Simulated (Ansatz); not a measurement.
# SrAg4As2 (element-swapped structure): how the settings move a single-point run

How sensitive is a single-point run of SrAg4As2 (element-swapped structure) to its settings? A reference run comes first, then three runs with altered input.

Computed with Ansatz 0.2.0 (reference: DFT PBE, plane waves, PAW, scalar-relativistic, no spin polarisation, unless a step's input says otherwise).

1 further run of the same task is left out (it didn't finish).

## Step 1: The starting structure

Symmetry: R-3m, No. 166, trigonal system. The conventional cell has a = 4.486 Å, b = 4.486 Å, c = 25.033 Å, α = 90.00°, β = 90.00°, γ = 120.00°. Sr (site symmetry -3m) has 6 As at 3.37 Å and 8 Ag at 3.59 to 3.69 Å as nearest neighbours. As (site symmetry 3m) has 7 Ag at 2.60 to 2.96 Å and 3 Sr at 3.37 Å as nearest neighbours. Ag (site symmetry 3m) has 4 As at 2.60 to 2.96 Å and 6 Ag at 2.76 to 2.84 Å as nearest neighbours. Ag (site symmetry 3m) has 3 As at 2.63 Å and 3 Ag at 2.76 Å as nearest neighbours.

Structure file:

```cif
data_structure
_symmetry_space_group_name_H-M 'R-3m:H'
_symmetry_Int_Tables_number 166
_cell_length_a 4.4863
_cell_length_b 4.4863
_cell_length_c 25.0327
_cell_angle_alpha 90.000
_cell_angle_beta 90.000
_cell_angle_gamma 120.000
_cell_volume 436.33
loop_
_atom_site_label
_atom_site_type_symbol
_atom_site_symmetry_multiplicity
_atom_site_Wyckoff_symbol
_atom_site_fract_x
_atom_site_fract_y
_atom_site_fract_z
_atom_site_occupancy
Sr1 Sr 3 a 0.00000 0.00000 0.00000 1
As1 As 6 c 0.33333 0.66667 0.91407 1
Ag1 Ag 6 c 0.33333 0.66667 0.81007 1
Ag2 Ag 6 c 0.66667 0.33333 0.77183 1
```

## Step 2: Baseline

File input.yaml:

```yaml
crystal:
  lattice:
    - [2.243144, 3.885234, 0.0]
    - [-2.243144, 3.885234, 0.0]
    - [0.0, -2.590156, 8.344228]
  atoms:
    - { symbol: Sr, position: [0.0, 0.0, 0.0] }
    - { symbol: As, position: [0.2474, 0.2474, 0.7422] }
    - { symbol: As, position: [0.7526, 0.7526, 0.2578] }
    - { symbol: Ag, position: [0.1434, 0.1434, 0.4302] }
    - { symbol: Ag, position: [0.8566, 0.8566, 0.5698] }
    - { symbol: Ag, position: [0.4385, 0.4385, 0.3155] }
    - { symbol: Ag, position: [0.5615, 0.5615, 0.6845] }
  symmetry: { tolerance: 0.0003 }
kpoints:
  mp_grid: { grid: [5, 5, 5], shift: [0, 0, 0] }
magnetization:
  spin_polarized: false
scf:
  occupations: { method: fermi_dirac }
hamiltonian:
  pseudopotentials: { kind: paw }
  xc: pbe
basis:
  ecutwfc: 420
output:
  forces: true
  stress: true
  eigenvalues: true
```

Run with:

```sh
$ ansatz run input.yaml --threads 1 --pin off --max-ram 2560MiB --backend cpu --events-out ev --progress --plain --runs-dir out
```

## Step 3: Changed: ecutwfc 800 eV

Edit input.yaml of step 2 so:

```diff
@@ -24,3 +24,3 @@
 basis:
-  ecutwfc: 420
+  ecutwfc: "800 eV"
 output:
```

## Step 4: Changing settings: scf.algorithm direct_min

Edit input.yaml of step 2 so:

```diff
@@ -20,2 +20,3 @@
   occupations: { method: fermi_dirac }
+  algorithm: direct_min
 hamiltonian:
```

## Step 5: Changed: spin_polarized true, pseudopotentials.source jth

Edit input.yaml of step 2 so:

```diff
@@ -17,3 +17,3 @@
 magnetization:
-  spin_polarized: false
+  spin_polarized: true
 scf:
@@ -21,3 +21,3 @@
 hamiltonian:
-  pseudopotentials: { kind: paw }
+  pseudopotentials: { kind: paw, source: jth }
   xc: pbe
```

**Question.** What will these runs give? Wanted: for each run, ending; energy change; pressure; gap; force.

As calculated:

```tsv
run	ending	energy change	pressure (GPa)	gap (eV)	force (eV/Å)	cycles	time
reference	converged	0	6.0	0.00	1.37	8	13 s
1: ecutwfc 800 eV	converged	-1.5 meV/atom	6.0	0.00	1.37	8	26 s
2: scf.algorithm direct_min	converged	0.0 meV/atom	6.0	0.00	1.37	6	61 s
3: spin_polarized true, pseudopotentials.source jth	converged	not comparable	6.1	0.00	1.38	14	16 s
```

Residual by cycle in the longest SCF loop of each run; runs are numbered as in the table. The quantity is the density residual dr2, in eV.

```tsv
cycle	reference	run 1	run 2	run 3
1	0.0279	0.0279	0.0116	36.8
2	0.0405	0.0387	0.00998	14.4
3	9.1e-4	8.9e-4	8.9e-4	3.5
5	3.4e-5	3.5e-5	1.5e-7	0.0875
6	5.1e-6	4.6e-6	3.6e-9	0.0485
7	5.0e-7	4.0e-7	-	0.0136
8	4.7e-8	4.7e-8	-	0.00738
9	-	-	-	0.00256
10	-	-	-	0.00113
12	-	-	-	1.3e-6
13	-	-	-	1.5e-7
14	-	-	-	1.2e-8
```

What this shows: Of the converged runs whose energies compare with the reference's, «ecutwfc 800 eV» moves the energy most (-1.5 meV/atom) and «scf.algorithm direct_min» least (0.0 meV/atom). Run 3 ran under the cutoff that the potentials recommend, as the log warns, so basis error is mixed into its values, and swamps them where the cutoff is far short. Of the variants the dearest is «scf.algorithm direct_min» (61 s), the cheapest «spin_polarized true, pseudopotentials.source jth» (16 s), on a shared host.

Caveats on the reference run: its mesh is coarse for a cell with so small a gap or none; the structure is made up and not relaxed.
